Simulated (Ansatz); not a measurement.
# BSiNH2ClF (SMILES F[Si]1(Cl)BN1) at CCSD(T)/cc-pVDZ

Aim: the energy change on altering one bond length of BSiNH2ClF at CCSD(T)/cc-pVDZ, from 2 runs. 

Program for the calculation: Ansatz 0.2.0.

139 further runs of the same task are left out: 139 set aside as unsound or not needed.

### Step 1. The structure to begin with

BSiNH2ClF has 7 atoms, charge 0, and is taken as a singlet. SMILES: `F[Si]1(Cl)BN1`. Geometry: relaxed at PBE0-D4/def2-TZVP.

Bond lengths: F1–Si2 1.589 Å, Si2–Cl3 2.036 Å, Si2–B4 1.896 Å, Si2–N5 1.717 Å, B4–N5 1.402 Å, B4–H6 1.186 Å, N5–H7 1.011 Å. Some angles: F1–Si2–Cl3 104.6°, F1–Si2–B4 126.6°, F1–Si2–N5 115.8°, Cl3–Si2–B4 128.7°, Cl3–Si2–N5 116.7°, B4–Si2–N5 45.3°, Si2–B4–N5 60.6°, Si2–N5–B4 74.1°, Si2–B4–H6 164.3°, N5–B4–H6 135.1°.

### Step 2. A single-point energy at CCSD(T)/cc-pVDZ

molecule.yaml

```yaml
crystal:
  periodic: [false, false, false]
  atoms:
    - {symbol: F, position_ang: [-0.412200, -2.179200, -0.210300]}
    - {symbol: Si, position_ang: [-0.003600, -0.782500, 0.428000]}
    - {symbol: Cl, position_ang: [1.448800, -1.240300, 1.779600]}
    - {symbol: B, position_ang: [-0.771300, 0.907300, 0.039600]}
    - {symbol: "N", position_ang: [0.347500, 0.475500, -0.686800]}
    - {symbol: H, position_ang: [-1.454900, 1.876800, 0.033100]}
    - {symbol: H, position_ang: [0.906900, 0.874400, -1.428900]}
basis:
  gaussian: {orbitals: cc-pVDZ}
correlation: {method: ccsd_t, frozen_orbitals: {B: 1, Cl: 5, F: 1, H: 0, "N": 1, Si: 5}}
accuracy: high
scf: {omitted_lower_state_checks: [cluster_reference, increment]}
```

Launch:

```bash
$ ansatz run molecule.yaml --threads 1 --pin off --max-ram 2610MiB --events-out events.jsonl --progress --plain --runs-dir runs
```

Output:

```text
Warning: RAYON_NUM_THREADS=1 ignored (pool sized by the plan → 1); use --threads N
Functional definition: HF
  name "HF"
  exchange = exact_x
  correlation = 0
these checks for a lower state are left out or cut short: cluster_reference, increment
1963 factors; integrals over basis functions are off by at most 3.6e-9 eV
mean field evaluation 1: about -25256.8733 eV, gradient 3.6e1 eV
mean field evaluation 2: about -25256.9718 eV, gradient 3.6e1 eV
mean field evaluation 4: about -25259.8947 eV, gradient 3.0e0 eV
mean field evaluation 8: about -25259.9392 eV, gradient 2.3e-1 eV
mean field evaluation 16: about -25259.9396 eV, gradient 1.2e-8 eV
mean field -25259.93956285 eV, -928.2856571327 hartree, gradient 1.2e-8 eV, S^2 0.000000; 0 other end points of the search recorded, 0 dependent functions left out
13 core orbitals not correlated: weight in the atoms' cores, before any rotation towards them, 1.000 or more for the frozen orbitals, at most 0.000 for the correlated occupied ones
reference -25259.93956285 eV, -928.2856571327 hartree; 14, 14 occupied and 61, 61 virtual orbitals, 1963 factors
second order -17.74424751 eV of doubles, -0.00000000 eV of singles
cycle   1  -18.13100520 eV  change   -3.9e-1 eV  update   1.0e-1
cycle   2  -18.54935128 eV  change   -4.2e-1 eV  update   3.0e-2
cycle   3  -18.65642681 eV  change   -1.1e-1 eV  update   1.6e-2
cycle   4  -18.65057513 eV  change    5.9e-3 eV  update   4.1e-3
cycle   5  -18.64814407 eV  change    2.4e-3 eV  update   1.7e-3
cycle   6  -18.64880542 eV  change   -6.6e-4 eV  update   6.3e-4
cycle   7  -18.64860949 eV  change    2.0e-4 eV  update   2.0e-4
cycle   8  -18.64855520 eV  change    5.4e-5 eV  update   6.9e-5
cycle   9  -18.64857648 eV  change   -2.1e-5 eV  update   2.7e-5
cycle  10  -18.64857458 eV  change    1.9e-6 eV  update   8.8e-6
cycle  11  -18.64857257 eV  change    2.0e-6 eV  update   3.5e-6
cycle  12  -18.64857486 eV  change   -2.3e-6 eV  update   1.4e-6
cycle  13  -18.64857571 eV  change   -8.4e-7 eV  update   5.0e-7
cycle  14  -18.64857623 eV  change   -5.2e-7 eV  update   1.8e-7
cycle  15  -18.64857633 eV  change   -1.0e-7 eV  update   6.9e-8
cycle  16  -18.64857631 eV  change    1.7e-8 eV  update   3.8e-8
cycle  17  -18.64857632 eV  change   -5.5e-9 eV  update   2.9e-8
cycle  18  -18.64857634 eV  change   -1.8e-8 eV  update   1.2e-7
cycle  19  -18.64857633 eV  change    6.4e-9 eV  update   2.8e-8
cycle  20  -18.64857632 eV  change    1.2e-8 eV  update   9.5e-9
cycle  21  -18.64857631 eV  change    4.3e-9 eV  update   4.0e-9
cycle  22  -18.64857631 eV  change    2.6e-9 eV  update   1.8e-9
perturbative correction -0.50649237 eV, -0.0186132512 hartree
Total energy: -25279.09463153 eV, -928.9895929229 hartree
Checks for a lower state left out: cluster_reference, increment
```

Run time: 28 s. Hardware: 1 thread of Arm Neoverse V1, shared host; peak memory 0.46 GiB.

### Step 3. The distorted shape

job.yaml

```yaml
basis:
  gaussian:
    orbitals: cc-pVDZ
crystal:
  periodic: [false, false, false]
  atoms:
    - {symbol: F, position_ang: [-0.691914, -2.378660, 0.160768]}
    - {symbol: Si, position_ang: [-0.283314, -0.981960, 0.799068]}
    - {symbol: Cl, position_ang: [1.169086, -1.439760, 2.150668]}
    - {symbol: B, position_ang: [-1.051014, 0.707840, 0.410668]}
    - {symbol: "N", position_ang: [0.067786, 0.276040, -0.315732]}
    - {symbol: H, position_ang: [-1.734614, 1.677340, 0.404168]}
    - {symbol: H, position_ang: [0.906900, 0.874400, -1.428900]}
correlation:
  method: ccsd_t
  frozen_orbitals: {B: 1, Cl: 5, F: 1, H: 0, "N": 1, Si: 5}
accuracy: high
scf:
  omitted_lower_state_checks: [cluster_reference, increment]
```

Launch:

```bash
$ ansatz run job.yaml --threads 1 --pin off --max-ram 2610MiB --events-out events.jsonl --progress --plain --runs-dir runs
```

Output:

```text
Warning: RAYON_NUM_THREADS=1 ignored (pool sized by the plan → 1); use --threads N
[... 4 set-up lines as earlier in the session ...]
these checks for a lower state are left out or cut short: cluster_reference, increment
1969 factors; integrals over basis functions are off by at most 3.6e-9 eV
mean field evaluation 1: about -25254.2340 eV, gradient 3.5e1 eV
mean field evaluation 2: about -25254.3410 eV, gradient 3.5e1 eV
mean field evaluation 4: about -25257.2618 eV, gradient 3.4e0 eV
mean field evaluation 8: about -25257.3200 eV, gradient 1.1e-1 eV
mean field -25257.32006475 eV, -928.1893923530 hartree, gradient 7.7e-8 eV, S^2 0.000000; 0 other end points of the search recorded, 0 dependent functions left out; unrestricted orbitals would lower it
13 core orbitals not correlated: weight in the atoms' cores, before any rotation towards them, 1.000 or more for the frozen orbitals, at most 0.000 for the correlated occupied ones
reference -25257.32006475 eV, -928.1893923530 hartree; 14, 14 occupied and 61, 61 virtual orbitals, 1969 factors
second order -18.26294624 eV of doubles, -0.00000000 eV of singles
cycle   1  -18.50037770 eV  change   -2.4e-1 eV  update   1.1e-1
cycle   2  -19.01219745 eV  change   -5.1e-1 eV  update   3.8e-2
cycle   3  -19.16104785 eV  change   -1.5e-1 eV  update   2.2e-2
cycle   4  -19.15377924 eV  change    7.3e-3 eV  update   6.0e-3
cycle   5  -19.15177347 eV  change    2.0e-3 eV  update   3.1e-3
cycle   6  -19.15330778 eV  change   -1.5e-3 eV  update   1.1e-3
cycle   7  -19.15291945 eV  change    3.9e-4 eV  update   5.0e-4
cycle   8  -19.15267540 eV  change    2.4e-4 eV  update   1.8e-4
cycle   9  -19.15270096 eV  change   -2.6e-5 eV  update   7.8e-5
cycle  10  -19.15268960 eV  change    1.1e-5 eV  update   3.2e-5
cycle  11  -19.15266626 eV  change    2.3e-5 eV  update   1.2e-5
cycle  12  -19.15267407 eV  change   -7.8e-6 eV  update   4.9e-6
cycle  13  -19.15267681 eV  change   -2.7e-6 eV  update   1.6e-6
cycle  14  -19.15267919 eV  change   -2.4e-6 eV  update   7.3e-7
cycle  15  -19.15268008 eV  change   -8.8e-7 eV  update   3.1e-7
cycle  16  -19.15268004 eV  change    4.2e-8 eV  update   1.3e-7
cycle  17  -19.15268001 eV  change    2.2e-8 eV  update   6.6e-8
cycle  18  -19.15268001 eV  change    5.2e-9 eV  update   3.9e-8
cycle  19  -19.15267958 eV  change    4.3e-7 eV  update   1.5e-7
cycle  20  -19.15267955 eV  change    3.7e-8 eV  update   4.6e-8
cycle  21  -19.15267949 eV  change    5.1e-8 eV  update   1.8e-8
cycle  22  -19.15267948 eV  change    1.7e-8 eV  update   7.7e-9
cycle  23  -19.15267947 eV  change    3.4e-9 eV  update   2.7e-9
cycle  24  -19.15267947 eV  change    1.2e-9 eV  update  9.9e-10
perturbative correction -0.60505252 eV, -0.0222352700 hartree
Total energy: -25277.07779674 eV, -928.9154756115 hartree
Checks for a lower state left out: cluster_reference, increment
```

Wall time 29 s (1 thread of Arm Neoverse V1, shared host); peak memory 0.46 GiB.

### Step 4. What came out

Level: CCSD(T)/cc-pVDZ, 13 core orbitals frozen.

| quantity | value |
| --- | --- |
| first shape: total energy | -928.98959 Eh |
| first shape: correlation energy (13 core orbitals frozen) | -703.9 mEh |
| first shape: (T) correction | -18.61 mEh |
| first shape: T1 diagnostic | 0.013 |
| distorted shape: total energy | -928.91548 Eh |
| distorted shape: correlation energy (13 core orbitals frozen) | -726.1 mEh |
| distorted shape: (T) correction | -22.24 mEh |
| distorted shape: T1 diagnostic | 0.016 |
| energy change with the N5–H7 bond stretched from 1.011 to 1.517 Å | 2.017 eV |

**Reading.** With the N5–H7 bond stretched from 1.011 to 1.517 Å the energy rises by 2.02 eV (195 kJ/mol). The first shape isn't relaxed at this level, so the change isn't measured from a minimum. The triples (first shape) make up 2.6 % of the correlation energy. The restricted solution (distorted shape) is unstable to spin breaking: an unrestricted one lies lower. The triples (distorted shape) make up 3.1 % of the correlation energy.
